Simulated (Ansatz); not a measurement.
# CH7FO3Si2: taking an electron away

An exercise on one series of results from a longer session: the logs are not shown, and one member is left open.

Computed with Ansatz 0.2.0, Gaussian basis. Level: unrestricted cation, the program's frozen cores in correlated methods.

Levels to be run: UKS PBE-D4/def2-TZVPP; UKS r2SCAN-D4/def2-TZVPP; UKS PBE0-D4/def2-TZVPP; UKS B3LYP-D4/def2-TZVPP; UKS wB97X-V/def2-TZVPP; UKS wB97M-V/def2-TZVPP; UKS B2PLYP/def2-TZVPP; UHF-CCSD(T)/def2-TZVPP; UHF-MP2/def2-QZVPP; extrapolation to the limit; then −ε(HOMO) from the neutral's earlier runs with LDA (SPW92), PBE-D4, revPBE-D4, BLYP-D4, r2SCAN-D4, B97M-V, PBE0-D4, B3LYP-D4, r2SCANh-D4, r2SCAN0-D4, HSE06-D4, BHLYP-D4, CAM-B3LYP-D4, LC-ωPBE, ωB97X-V, ωB97M-V.

### Structure used throughout

All runs share one geometry, relaxed beforehand with PBE0-D4 in a triple-zeta def2 set.

14 atoms, charge 0, spin multiplicity 1.

Atoms are counted from 1 here; the program's logs count them from 0.

Bond lengths: O1–Si2 1.636 Å, O1–H8 0.959 Å, Si2–O3 1.641 Å, Si2–C4 1.872 Å, Si2–H9 1.482 Å, O3–H10 0.961 Å, C4–Si5 1.847 Å, C4–H11 1.096 Å, C4–H12 1.098 Å, Si5–O6 1.631 Å, Si5–F7 1.615 Å, Si5–H13 1.475 Å, O6–H14 0.958 Å. Angles: Si2–O1–H8 117.1°, O1–Si2–O3 107.6°, O1–Si2–C4 112.7°, O1–Si2–H9 105.3°, O3–Si2–C4 109.1°, O3–Si2–H9 112.8°, C4–Si2–H9 109.4°, Si2–O3–H10 116.7°, Si2–C4–Si5 115.6°, Si2–C4–H11 108.8°, Si2–C4–H12 107.5°, Si5–C4–H11 108.9°, Si5–C4–H12 108.6°, H11–C4–H12 107.1°, C4–Si5–O6 114.7°, C4–Si5–F7 105.5°, C4–Si5–H13 114.5°, O6–Si5–F7 109.2° and more.

Set-up of the first run:

Contents of in.yaml:

```yaml
crystal:
  periodic: [false, false, false]
  atoms:
    - {symbol: O, position_ang: [-2.850984, -0.239283, 0.583019]}
    - {symbol: Si, position_ang: [-1.256436, -0.585737, 0.705207]}
    - {symbol: O, position_ang: [-0.716135, 0.052919, 2.117004]}
    - {symbol: C, position_ang: [-0.254138, 0.122044, -0.709154]}
    - {symbol: Si, position_ang: [1.570844, -0.142286, -0.603389]}
    - {symbol: O, position_ang: [2.444227, 0.677048, -1.710030]}
    - {symbol: F, position_ang: [1.993806, 0.346619, 0.876182]}
    - {symbol: H, position_ang: [-3.143124, 0.601313, 0.939096]}
    - {symbol: H, position_ang: [-1.175098, -2.064963, 0.675405]}
    - {symbol: H, position_ang: [0.220543, 0.261524, 2.165845]}
    - {symbol: H, position_ang: [-0.621496, -0.304133, -1.649788]}
    - {symbol: H, position_ang: [-0.450570, 1.201831, -0.745506]}
    - {symbol: H, position_ang: [1.991953, -1.550352, -0.725826]}
    - {symbol: H, position_ang: [2.233509, 1.594156, -1.889265]}
basis:
  gaussian: {orbitals: def2-TZVPP}
total_charge: 1
magnetization: {spin_polarized: true, initial_magnetization: 1}
hamiltonian: {xc: pbe, dispersion: d4}
```

Among the steps run: Cation, UKS PBE-D4/def2-TZVPP; Cation, UKS r2SCAN-D4/def2-TZVPP; Cation, UKS PBE0-D4/def2-TZVPP; Cation, UKS B3LYP-D4/def2-TZVPP; Cation, UKS wB97X-V/def2-TZVPP; Cation, UKS wB97M-V/def2-TZVPP; Cation, UKS B2PLYP (frozen core)/def2-TZVPP; Cation, UHF-CCSD(T)/def2-TZVPP; Cation, UHF-MP2/def2-QZVPP.

One of the session's tables, all rows but one given; the rest of the session is left out.

Orbital estimates, from the neutral's runs:

```
  functional  −ε(HOMO) (eV)
 LDA (SPW92)              ?
      PBE-D4           6.85
   revPBE-D4           6.79
     BLYP-D4           6.76
   r2SCAN-D4           7.19
      B97M-V           7.30
     PBE0-D4           8.31
    B3LYP-D4           8.10
  r2SCANh-D4           7.73
  r2SCAN0-D4           8.54
    HSE06-D4           7.91
    BHLYP-D4           9.70
CAM-B3LYP-D4           9.73
     LC-ωPBE          11.06
     ωB97X-V          10.72
     ωB97M-V          10.58
```

Estimate the missing values for LDA (SPW92).

As computed: −ε(HOMO) (eV): 6.99. In the column «−ε(HOMO) (eV)» it lies between PBE-D4 (6.85) and r2SCAN-D4 (7.19).
